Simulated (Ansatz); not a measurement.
# WNH3 (singlet): from a generated start to a stationary point

Aim: relax a generated start of WNH3 (singlet) and see which bonds hold.

Computed with Ansatz 0.2.0, Gaussian basis. Level: RKS PBE0/def2-TZVP.

**1. Where the work starts**

5 atoms, charge 0, spin multiplicity 1.

Atoms are counted from 1 here; the program's logs count them from 0.

Bond lengths: W1–N2 2.160 Å, N2–H3 1.025 Å, N2–H4 1.025 Å, N2–H5 1.025 Å. Angles: W1–N2–H3 107.0°, W1–N2–H4 107.0°, W1–N2–H5 107.0°, H3–N2–H4 111.8°, H3–N2–H5 111.8°, H4–N2–H5 111.8°.

The start was built by rule and, where that kept it together, relaxed with GFN2-xTB. Sticks and bond lists go by distance. No spin-orbit coupling is included. Elements past krypton take def2 core potentials.

**2. The run**

The input, in.yaml:

```yaml
crystal:
  periodic: [false, false, false]
  atoms:
    - {symbol: W, position_ang: [-0.187676, 0.001359, 0.001191]}
    - {symbol: N, position_ang: [1.972561, -0.014283, -0.012515]}
    - {symbol: H, position_ang: [2.265995, -0.996718, -0.009175]}
    - {symbol: H, position_ang: [2.282010, 0.478176, 0.831891]}
    - {symbol: H, position_ang: [2.271173, 0.469168, -0.865980]}
basis:
  gaussian: {orbitals: def2-TZVP}
hamiltonian: {xc: pbe0}
relax: {f_tol: 0.004, max_steps: 80}
```

Command:

```sh
$ ansatz run in.yaml --threads 1 --pin off --events-out ev --progress --plain --max-ram 2176MiB
```

Before running it: what results should come out? Wanted: energy gained; shift from the start; total energy; dipole moment.

**Answer**, as computed:

| quantity | value |
| --- | --- |
| steps | 4 |
| energy gained | 0.051 eV |
| shift from the start (rms) | 0.034 Å |
| total energy | -3357.2251 eV |
| dipole moment | 4.32 D |

What this shows: The bonds of the start are those of the end. W1–N2 went from 2.160 to 2.105 Å. No vibrations were run, so this is a stationary point, not a proven minimum, and this spin need not be the ground state's.
